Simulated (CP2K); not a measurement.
# SiF (Pm-3m) in CP2K: further runs

Aim: see how the results for SiF move with the level of theory and the settings. Levels: PBEsol, r2SCAN. Tasks: band structure.

Everything below comes from runs of CP2K 2026.2. Logs are shortened: lines on timing, memory, paths and dates and some standing lists are left out, and cuts for length are marked.

### 1 The crystal as given

Symmetry: Pm-3m, No. 221, cubic system. The conventional cell has a = 3.029 Å, b = 3.029 Å, c = 3.029 Å, α = 90.00°, β = 90.00°, γ = 90.00°. Si (site symmetry m-3m) has 8 F at 2.62 Å as nearest neighbours. F (site symmetry m-3m) is surrounded by 8 Si at 2.62 Å.

The cell was built by a generator and needn't be a form met in nature.

### 2 Band structure, PBEsol

sif_bands.inp

```
&GLOBAL
  PROJECT sif_bands
  RUN_TYPE ENERGY_FORCE
  PRINT_LEVEL LOW
&END GLOBAL
&FORCE_EVAL
  METHOD QS
  STRESS_TENSOR ANALYTICAL
  &DFT
    BASIS_SET_FILE_NAME BASIS_MOLOPT_UZH
    POTENTIAL_FILE_NAME POTENTIAL_UZH
    &MGRID
      CUTOFF 750
      REL_CUTOFF 60
      NGRIDS 4
    &END MGRID
    &QS
      METHOD GPW
      EPS_DEFAULT 1.0E-10
    &END QS
    &KPOINTS
      SCHEME MONKHORST-PACK 9 9 9
      GAMMA_CENTERED T
      SYMMETRY T
      SYMMETRY_BACKEND SPGLIB
    &END KPOINTS
    &SCF
      SCF_GUESS ATOMIC
      EPS_SCF 1.0E-6
      MAX_SCF 100
      ADDED_MOS 10
      CHOLESKY OFF
      EPS_EIGVAL 1.0E-7
      &DIAGONALIZATION ON
        ALGORITHM STANDARD
      &END DIAGONALIZATION
      &MIXING ON
        METHOD BROYDEN_MIXING
        ALPHA 0.4
        BETA 1.5
        NBUFFER 8
      &END MIXING
      &SMEAR ON
        METHOD FERMI_DIRAC
        ELECTRONIC_TEMPERATURE [K] 580.226
      &END SMEAR
    &END SCF
    &XC
      &XC_FUNCTIONAL
        &GGA_X_PBE_SOL
        &END GGA_X_PBE_SOL
        &GGA_C_PBE_SOL
        &END GGA_C_PBE_SOL
      &END XC_FUNCTIONAL
    &END XC
    &PRINT
      &KPOINTS ON
      &END KPOINTS
      &MULLIKEN ON
      &END MULLIKEN
      &MO ON
        ENERGIES T
        OCCUPATION_NUMBERS T
        &EACH
          QS_SCF 0
        &END EACH
        ADD_LAST NUMERIC
      &END MO
      &BAND_STRUCTURE
        FILE_NAME bands.bs
        ADDED_MOS 4
        &KPOINT_SET
          UNITS B_VECTOR
          NPOINTS 10
          SPECIAL_POINT GAMMA 0.00000000 0.00000000 0.00000000
          SPECIAL_POINT X 0.00000000 0.50000000 0.00000000
          SPECIAL_POINT M 0.50000000 0.50000000 0.00000000
          SPECIAL_POINT GAMMA 0.00000000 0.00000000 0.00000000
          SPECIAL_POINT R 0.50000000 0.50000000 0.50000000
          SPECIAL_POINT X 0.00000000 0.50000000 0.00000000
        &END KPOINT_SET
        &KPOINT_SET
          UNITS B_VECTOR
          NPOINTS 10
          SPECIAL_POINT M 0.50000000 0.50000000 0.00000000
          SPECIAL_POINT R 0.50000000 0.50000000 0.50000000
        &END KPOINT_SET
      &END BAND_STRUCTURE
    &END PRINT
  &END DFT
  &SUBSYS
    &CELL
      A 3.0286000000 0.0000000000 0.0000000000
      B 0.0000000000 3.0286000000 0.0000000000
      C 0.0000000000 0.0000000000 3.0286000000
      PERIODIC XYZ
    &END CELL
    &COORD
      SCALED
      Si  0.5000000000 0.5000000000 0.5000000000
      F   0.0000000000 0.0000000000 0.0000000000
    &END COORD
    &KIND Si
      BASIS_SET TZVP-MOLOPT-PBE-GTH-q4
      POTENTIAL GTH-PBE-q4
    &END KIND
    &KIND F
      BASIS_SET TZVP-MOLOPT-PBE-GTH-q7
      POTENTIAL GTH-PBE-q7
    &END KIND
    &PRINT
      &ATOMIC_COORDINATES ON
      &END ATOMIC_COORDINATES
      &CELL ON
      &END CELL
    &END PRINT
  &END SUBSYS
  &PRINT
    &FORCES ON
    &END FORCES
    &STRESS_TENSOR ON
    &END STRESS_TENSOR
  &END PRINT
&END FORCE_EVAL
```

Potentials or basis: POTENTIAL_UZH Si GTH-PBE-q4, F GTH-PBE-q7; TZVP-MOLOPT-PBE-GTH basis.

On the command line:

```console
> OMP_NUM_THREADS=1 cp2k.psmp -i sif_bands.inp -o sif_bands.out
```

sif_bands.out:

```text

 CP2K| version string:                                       CP2K version 2026.2
 CP2K| Input file name                                             sif_bands.inp

 GLOBAL| Force Environment number                                              1
 GLOBAL| Basis set file name                                    BASIS_MOLOPT_UZH
 GLOBAL| Potential file name                                       POTENTIAL_UZH
 GLOBAL| MM Potential file name                                     MM_POTENTIAL
 GLOBAL| Coordinate file name                                      __STD_INPUT__
 GLOBAL| Method name                                                        CP2K
 GLOBAL| Project name                                                  sif_bands
 GLOBAL| Run type                                                   ENERGY_FORCE
 GLOBAL| FFT library                                                       FFTW3
 GLOBAL| Diagonalization library                                       ScaLAPACK
 GLOBAL| Cholesky decomposition library                                ScaLAPACK
 GLOBAL| DGEMM library                                                      BLAS
 GLOBAL| Direct generalized diagonalization requested                          F
 GLOBAL| Matrix multiplication library                                 ScaLAPACK
 GLOBAL| Global print level                                                  LOW
 GLOBAL| Total number of message passing processes                             1
 GLOBAL| Number of threads for this process                                    1
 GLOBAL| CPU model name                                                  UNKNOWN

 CELL| Volume [angstrom^3]:                                            27.779585
 CELL| Vector a [angstrom]:       3.029     0.000     0.000   |a| =     3.028600
 CELL| Vector b [angstrom]:       0.000     3.029     0.000   |b| =     3.028600
 CELL| Vector c [angstrom]:       0.000     0.000     3.029   |c| =     3.028600
 CELL| Angle (b,c), alpha [degree]:                                    90.000000
 CELL| Angle (a,c), beta  [degree]:                                    90.000000
 CELL| Angle (a,b), gamma [degree]:                                    90.000000
 CELL| Numerically orthorhombic:                                             YES
 CELL| Periodicity                                                           XYZ

 CELL_REF| Volume [angstrom^3]:                                        27.779585
 CELL_REF| Vector a [angstrom     3.029     0.000     0.000   |a| =     3.028600
 CELL_REF| Vector b [angstrom     0.000     3.029     0.000   |b| =     3.028600
 CELL_REF| Vector c [angstrom     0.000     0.000     3.029   |c| =     3.028600
 CELL_REF| Angle (b,c), alpha [degree]:                                90.000000
 CELL_REF| Angle (a,c), beta  [degree]:                                90.000000
 CELL_REF| Angle (a,b), gamma [degree]:                                90.000000
 CELL_REF| Numerically orthorhombic:                                         YES
 CELL_REF| Periodicity                                                       XYZ

[... 8 lines left out ...]
 TOTAL NUMBERS AND MAXIMUM NUMBERS

  Total number of            - Atomic kinds:                                   2
                             - Atoms:                                          2
                             - Shell sets:                                     2
                             - Shells:                                        14
                             - Primitive Cartesian functions:                  9
                             - Cartesian basis functions:                     36
                             - Spherical basis functions:                     34

  Maximum angular momentum of- Orbital basis functions:                        2
                             - Local part of the GTH pseudopotential:          2
                             - Non-local part of the GTH pseudopotential:      2

 MODULE QUICKSTEP: ATOMIC COORDINATES IN ANGSTROM

   Atom Kind Element         X             Y             Z       Z(eff)     Mass
      1    1 Si   14      1.514300      1.514300      1.514300   4.0000  28.0855
      2    2 F     9      0.000000      0.000000      0.000000   7.0000  18.9984

 SCF PARAMETERS         Density guess:                                    ATOMIC
                        --------------------------------------------------------
                        max_scf:                                             100
[... 7 lines left out ...]
                        --------------------------------------------------------
                        level_shift [a.u.]:                             0.000000
                        added MOs                                        10    0
                        --------------------------------------------------------
                        Mixing method:                            BROYDEN_MIXING
[... 11 lines left out ...]
 *******************************************************************************
 BRILLOUIN| K-point scheme                                        Monkhorst-Pack
 BRILLOUIN| K-Point grid                                             9    9    9
 BRILLOUIN| Gamma-centered k-point mesh                                     ON
 BRILLOUIN| K-point symmetry accuracy                               0.100000E-05
 BRILLOUIN| K-Point point group symmetrization                                ON
 BRILLOUIN| Symmetry backend                                             SPGLIB
 BRILLOUIN| Symmetry reduction method                                    SPGLIB
 BRILLOUIN| Wavefunction type                                            COMPLEX
 BRILLOUIN| List of Kpoints [2 Pi/Bohr]                                       35
 BRILLOUIN| Number           Weight            X              Y              Z
 BRILLOUIN|     1           0.01097       -0.44444       -0.44444       -0.44444
 BRILLOUIN|     2           0.03292       -0.44444       -0.44444       -0.33333
 BRILLOUIN|     3           0.03292       -0.44444       -0.44444       -0.22222
 BRILLOUIN|     4           0.03292       -0.44444       -0.44444       -0.11111
 BRILLOUIN|     5           0.01646       -0.44444       -0.44444        0.00000
 BRILLOUIN|     6           0.03292       -0.44444       -0.33333       -0.33333
[... 27 lines left out ...]
 BRILLOUIN|    34           0.00823       -0.11111        0.00000        0.00000
 BRILLOUIN|    35           0.00137        0.00000        0.00000        0.00000
 *******************************************************************************

 Extrapolation method: initial_guess

 Number of electrons:                                                         11
 Number of occupied orbitals:                                                  6
 Number of molecular orbitals:                                                16

 Number of orbital functions:                                                 34
 Number of independent orbital functions:                                     34

 SCF WAVEFUNCTION OPTIMIZATION

  Step     Update method      Time    Convergence         Total energy    Change
  ------------------------------------------------------------------------------
     1 NoMix/Diag. 0.40E+00    2.5     0.46514163       -28.0695402701 -2.81E+01
     2 Broy./Diag. 0.40E+00    1.7     0.06132489       -26.9408199151  1.13E+00
     3 Broy./Diag. 0.40E+00    1.8     0.04230849       -27.9748004045 -1.03E+00
     4 Broy./Diag. 0.40E+00    1.8     0.07337545       -28.0592446911 -8.44E-02
     5 Broy./Diag. 0.40E+00    1.8     0.02563233       -27.8948058454  1.64E-01
     6 Broy./Diag. 0.40E+00    1.7     0.01166376       -28.1214560622 -2.27E-01
     7 Broy./Diag. 0.40E+00    1.7     0.00592009       -27.9975757979  1.24E-01
     8 Broy./Diag. 0.40E+00    1.7     0.00087797       -28.0466489384 -4.91E-02
     9 Broy./Diag. 0.40E+00    1.7     0.00046856       -28.0361397734  1.05E-02
    10 Broy./Diag. 0.40E+00    1.8     0.00008055       -28.0403623510 -4.22E-03
    11 Broy./Diag. 0.40E+00    1.8     0.00002065       -28.0395110930  8.51E-04
    12 Broy./Diag. 0.40E+00    1.8     0.00000401       -28.0394836723  2.74E-05
    13 Broy./Diag. 0.40E+00    1.7     0.00000433       -28.0394405568  4.31E-05
    14 Broy./Diag. 0.40E+00    1.8     0.00000020       -28.0394372515  3.31E-06

  *** SCF run converged in    14 steps ***

  Electronic density on regular grids:        -10.9999999999        0.0000000001
  Core density on regular grids:               10.9999999991       -0.0000000009
  Total charge density on r-space grids:       -0.0000000007
  Total charge density g-space grids:          -0.0000000007

  Overlap energy of the core charge distribution:               0.00000000000000
  Self energy of the core charge distribution:                -74.61167675262362
  Core Hamiltonian energy:                                     19.94051029644949
  Hartree energy:                                              32.30419877284902
  Exchange-correlation energy:                                 -5.67182482351368
  Electronic entropic energy:                                  -0.00064474449035
  Fermi energy:                                                 0.22098520888008

  Total energy:                                               -28.03943725149293
  Total energy (extrapolated to T->0):                        -28.03911487924776

 MO| EIGENVALUES AND OCCUPATION NUMBERS FOR K POINT 1
 MO|
 MO|  Index      Eigenvalue [a.u.]        Eigenvalue [eV]             Occupation
 MO|      1              -0.645962             -17.577507               2.000000
 MO|      2              -0.010749              -0.292509               2.000000
 MO|      3              -0.005410              -0.147220               2.000000
 MO|      4              -0.005410              -0.147220               2.000000
 MO|      5               0.096987               2.639146               2.000000
 MO|      6               0.192406               5.235633               2.000000
[... 284 lines left out ...]
 MO|      5               0.107909               2.936357               2.000000
 MO|      6               0.157304               4.280452               2.000000
[... 8 lines left out ...]
 MO|     15               1.140880              31.044915               0.000000
 MO|     16               1.326569              36.097786               0.000000
 MO| Sum:                                                              12.000000
 MO| E(Fermi):            0.220985 a.u.          6.013313 eV

 [... the levels of further k-points ...]

 !-----------------------------------------------------------------------------!
                     Mulliken Population Analysis

 #  Atom  Element  Kind  Atomic population                           Net charge
       1     Si       1          3.564827                              0.435173
       2     F        2          7.435173                             -0.435173
 # Total charge                             11.000000                  0.000000

 !-----------------------------------------------------------------------------!

 KPOINTS| Band Structure Calculation
 KPOINTS| Number of k-point sets                                               2
 KPOINTS| Number of added MOs/bands                                            4
 KPOINTS| Number of k-points in set    1                                      51
 KPOINTS| In units of b-vector [2pi/Bohr]
 KPOINTS| Special point     1       GAMMA     0.000000     0.000000     0.000000
 KPOINTS| Special point     2           X     0.000000     0.500000     0.000000
 KPOINTS| Special point     3           M     0.500000     0.500000     0.000000
 KPOINTS| Special point     4       GAMMA     0.000000     0.000000     0.000000
 KPOINTS| Special point     5           R     0.500000     0.500000     0.500000
 KPOINTS| Special point     6           X     0.000000     0.500000     0.000000
 KPOINTS| Number of k-points in set    2                                      11
 KPOINTS| In units of b-vector [2pi/Bohr]
 KPOINTS| Special point     1           M     0.500000     0.500000     0.000000
 KPOINTS| Special point     2           R     0.500000     0.500000     0.500000

 ENERGY| Total FORCE_EVAL ( QS ) energy [hartree]            -28.039436132868452

 FORCES| Atomic forces [hartree/bohr]
 FORCES|   Atom     x               y               z               |f|
 FORCES|      1 -6.03131521E-13 -5.54859664E-13 -4.68755829E-13   9.44123353E-13
 FORCES|      2  1.38608274E-09  1.38498269E-09  1.38729696E-09   2.40083220E-09
 FORCES| Sum     1.38547961E-09  1.38442783E-09  1.38682820E-09
 FORCES| Total atomic force                                       2.39989304E-09

 STRESS| Analytical stress tensor [bar]
 STRESS|                        x                   y                   z
 STRESS|      x       -3.04224156174E+04   6.23687546400E-04   6.23432546401E-04
 STRESS|      y        6.23687546400E-04  -3.04224156173E+04   6.23270754473E-04
 STRESS|      z        6.23432546401E-04   6.23270754473E-04  -3.04224156174E+04
 STRESS| 1/3 Trace                                            -3.04224156174E+04
 STRESS| Determinant                                          -2.81566566864E+13

 STRESS| Eigenvectors and eigenvalues of the analytical stress tensor [bar]
 STRESS|                        1                   2                   3
 STRESS| Eigenvalues  -3.04224162410E+04  -3.04224162406E+04  -3.04224143704E+04
 STRESS|      x           0.707113088461     -0.408080927141      0.577460853245
 STRESS|      y          -0.707100446672     -0.408314641508      0.577311104905
 STRESS|      z          -0.000196070340      0.816547065657      0.577278833080
```

Wall time 29 s (1 thread of Arm Neoverse V1, shared host); peak memory 0.28 GiB.

What came out:

- Free energy: -762.9919 eV
- Pressure: -3.0 GPa
- Band gap on the k mesh: none (metal or under the smearing width)
- Mulliken charges: Si +0.44; F -0.44 e

Levels at the corners of the path, in eV from the Fermi level:
| point | band 1 | band 2 | band 3 | band 4 | band 5 | band 6 | band 7 | band 8 | band 9 | band 10 |
| --- | --- | --- | --- | --- | --- | --- | --- | --- | --- | --- |
| Γ | -24.14 | -8.98 | -5.28 | -5.28 | -5.28 | 5.19 | 5.19 | 5.19 | 7.77 | 7.77 |
| X | -23.90 | -9.84 | -4.95 | -4.95 | -2.64 | -2.63 | 5.10 | 5.10 | 9.21 | 13.99 |
| M | -23.72 | -7.26 | -7.26 | -5.72 | -4.73 | 0.93 | 0.93 | 6.60 | 7.80 | 12.27 |
| Γ | -24.14 | -8.98 | -5.28 | -5.28 | -5.28 | 5.19 | 5.19 | 5.19 | 7.77 | 7.77 |
| R | -23.58 | -6.15 | -6.15 | -6.15 | -2.83 | -0.93 | -0.93 | -0.93 | 9.38 | 9.38 |
| X | -23.90 | -9.84 | -4.95 | -4.95 | -2.64 | -2.63 | 5.10 | 5.10 | 9.21 | 13.99 |
| M | -23.72 | -7.26 | -7.26 | -5.72 | -4.73 | 0.93 | 0.93 | 6.60 | 7.80 | 12.27 |
| R | -23.58 | -6.15 | -6.15 | -6.15 | -2.83 | -0.93 | -0.93 | -0.93 | 9.38 | 9.38 |

Caveat: Mulliken charges move with the basis; the potentials were made for another functional, which shifts forces and pressure; the basis of atomic orbitals isn't converged, which shifts pressures, moduli and gaps; an odd number of electrons without spin polarisation forces a metal; a magnetic or distorted state may lie lower.

### 3 Band structure, r2SCAN

Changes to sif_bands.inp since step 2:

```diff
@@ -12,5 +12,5 @@
     &MGRID
-      CUTOFF 750
+      CUTOFF 1100
       REL_CUTOFF 60
-      NGRIDS 4
+      NGRIDS 5
     &END MGRID
@@ -49,6 +49,6 @@
       &XC_FUNCTIONAL
-        &GGA_X_PBE_SOL
-        &END GGA_X_PBE_SOL
-        &GGA_C_PBE_SOL
-        &END GGA_C_PBE_SOL
+        &MGGA_X_R2SCAN
+        &END MGGA_X_R2SCAN
+        &MGGA_C_R2SCAN
+        &END MGGA_C_R2SCAN
       &END XC_FUNCTIONAL
@@ -73,3 +73,3 @@
           UNITS B_VECTOR
-          NPOINTS 10
+          NPOINTS 6
           SPECIAL_POINT GAMMA 0.00000000 0.00000000 0.00000000
@@ -83,3 +83,3 @@
           UNITS B_VECTOR
-          NPOINTS 10
+          NPOINTS 6
           SPECIAL_POINT M 0.50000000 0.50000000 0.00000000
@@ -103,8 +103,8 @@
     &KIND Si
-      BASIS_SET TZVP-MOLOPT-PBE-GTH-q4
-      POTENTIAL GTH-PBE-q4
+      BASIS_SET TZVP-MOLOPT-SCAN-GTH-q4
+      POTENTIAL GTH-SCAN-q4
     &END KIND
     &KIND F
-      BASIS_SET TZVP-MOLOPT-PBE-GTH-q7
-      POTENTIAL GTH-PBE-q7
+      BASIS_SET TZVP-MOLOPT-SCAN-GTH-q7
+      POTENTIAL GTH-SCAN-q7
     &END KIND
```

Potentials or basis: POTENTIAL_UZH Si GTH-SCAN-q4, F GTH-SCAN-q7; TZVP-MOLOPT-SCAN-GTH basis.

On the command line:

```console
> OMP_NUM_THREADS=1 cp2k.psmp -i sif_bands.inp -o sif_bands.out
```

Wall time 47 s (1 thread of Arm Neoverse V1, shared host); peak memory 0.35 GiB.

Results (log left out):

```yaml
Free_energy: -763.9182 eV
Pressure: 0.2 GPa
Band_gap_on_the_k_mesh: none (metal or under the smearing width)
Mulliken_charges: Si +0.47; F -0.47 e
```

Levels at the corners of the path, in eV from the Fermi level:
```csv
point,band 3,band 4,band 5,band 6,band 7,band 8
Γ,-5.53,-5.53,-5.53,5.39,5.39,5.39
X,-5.20,-5.20,-2.87,-2.62,5.30,5.30
M,-7.48,-6.01,-4.99,0.89,0.89,6.79
Γ,-5.53,-5.53,-5.53,5.39,5.39,5.39
R,-6.34,-6.34,-3.02,-0.97,-0.97,-0.97
X,-5.20,-5.20,-2.87,-2.62,5.30,5.30
M,-7.48,-6.01,-4.99,0.89,0.89,6.79
R,-6.34,-6.34,-3.02,-0.97,-0.97,-0.97
```

Caveat: Mulliken charges move with the basis; the basis of atomic orbitals isn't converged, which shifts pressures, moduli and gaps; an odd number of electrons without spin polarisation forces a metal; a magnetic or distorted state may lie lower.
